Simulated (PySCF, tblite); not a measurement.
# C2H14SeSi4: geometry, infrared bands and NMR shifts

Aim: predict the infrared bands and NMR shifts of C2H14SeSi4 (`CC[Se][SiH2][SiH]([SiH3])[SiH3]`).

Programs: tblite 0.8.0 and PySCF 2.14.0, with density-fitted response routines of our own. Each step states its level of theory. These are calculated values for one molecule in the gas phase, unless marked as measured. Atoms count from 0, in the outputs and in this text.

## Step 1: The starting structure

21 atoms, charge 0, multiplicity 1; geometry from: force field or distance geometry start.

Bonds of the start (Å): C0–C1 1.54, C1–Se2 1.92, Se2–Si3 2.28, Si3–Si4 2.24, Si4–Si5 2.25, Si4–Si6 2.22, C0–H7 1.11, C0–H8 1.12, C0–H9 1.09, C1–H10 1.11, C1–H11 1.12, Si3–H12 1.47, Si3–H13 1.47, Si4–H14 1.48, Si5–H15 1.46, Si5–H16 1.46, Si5–H17 1.47, Si6–H18 1.47, Si6–H19 1.48, Si6–H20 1.49.

## Step 2: Relaxing the molecule with GFN2-xTB

Job settings and geometry (Å):

```
{"job": {"kind": "relax", "xc": "GFN2-xTB", "basis": "xTB"}, "charge": 0, "multiplicity": 1}
C      3.753900    -0.375400     0.402300
C      2.896500    -0.487900    -0.866200
Se     1.099300    -0.870700    -0.293700
Si     0.151100     0.844100     0.868800
Si    -1.990600     1.014100     0.234200
Si    -2.067000     0.330500    -1.906200
Si    -3.330100    -0.339400     1.380300
H      3.483600    -1.170500     1.122100
H      3.513500     0.629800     0.828900
H      4.820100    -0.457300     0.208000
H      2.987700     0.457400    -1.432600
H      3.355500    -1.332100    -1.436300
H      0.796500     2.086400     0.436900
H      0.266100     0.638500     2.323300
H     -2.458900     2.420100     0.290500
H     -3.456900     0.082700    -2.286900
H     -1.523100     1.397700    -2.749200
H     -1.287100    -0.917000    -1.967100
H     -4.116500    -1.141500     0.425900
H     -2.590500    -1.178600     2.346500
H     -4.312100     0.540700     2.070100
```

Command:

```bash
OMP_NUM_THREADS=1 python probes_run.py task.json out
```

This one command runs all jobs of the session in turn.

**Question.** This job is followed by: GFN2-xTB harmonic vibrations, gas phase; GIAO PBE0/pcSseg-1 NMR shielding, non-relativistic, gas phase. Predict these results of the whole session: strongest single infrared mode (GFN2-xTB); zero-point energy (GFN2-xTB); ¹³C shifts against TMS (PBE0/pcSseg-1); ¹H shifts against TMS (PBE0/pcSseg-1, means over atoms taken as alike); ⁷⁷Se shifts against Me2Se (PBE0/pcSseg-1); ²⁹Si shifts against TMS (PBE0/pcSseg-1, means over atoms taken as alike); surface potential, 1st and 99th percentile.

**Answer**, as computed:

| quantity | value |
| --- | --- |
| strongest single infrared mode (GFN2-xTB) | 757 cm⁻¹, 833 km/mol |
| zero-point energy (GFN2-xTB) | 86.3 kcal/mol |
| ¹³C shifts against TMS (PBE0/pcSseg-1) | 31.7, 19.8 ppm |
| ¹H shifts against TMS (PBE0/pcSseg-1, means over atoms taken as alike) | 4.97, 3.62, 3.43, 2.59, 1.47 ppm |
| ⁷⁷Se shifts against Me2Se (PBE0/pcSseg-1) | -210 ppm |
| ²⁹Si shifts against TMS (PBE0/pcSseg-1, means over atoms taken as alike) | -50.6, -111.0, -148.2 ppm |
| surface potential, 1st and 99th percentile | -0.96 V and 1.06 V |

In words: Over 171 steps the energy fell by 0.859 eV; of the close pairs, Si4–Si6 changed most, 2.223 to 2.337 Å. The lowest mode is imaginary (44i cm⁻¹), so the xTB geometry is not a minimum. The strongest single mode, at 757 cm⁻¹, has its largest shares on H17, H18, H19 and H15 (the list is cut at 4 atoms). GFN2-xTB is a fitted tight-binding method: band positions and strengths are rough. Its intensities can rank the bands wrongly. At PBE0/pcSseg-1: Shielding is most anisotropic at Se2 (span 1043 ppm, paramagnetic term -1037 ppm). At PBE0/pcSseg-1, counted by nearest atom on the grid, the HOMO lies on Se2 79 %, the LUMO on Si4 23 %; Si3 12 %. Spin-orbit coupling is left out, which matters for shieldings and couplings at and beside the heavy atoms.
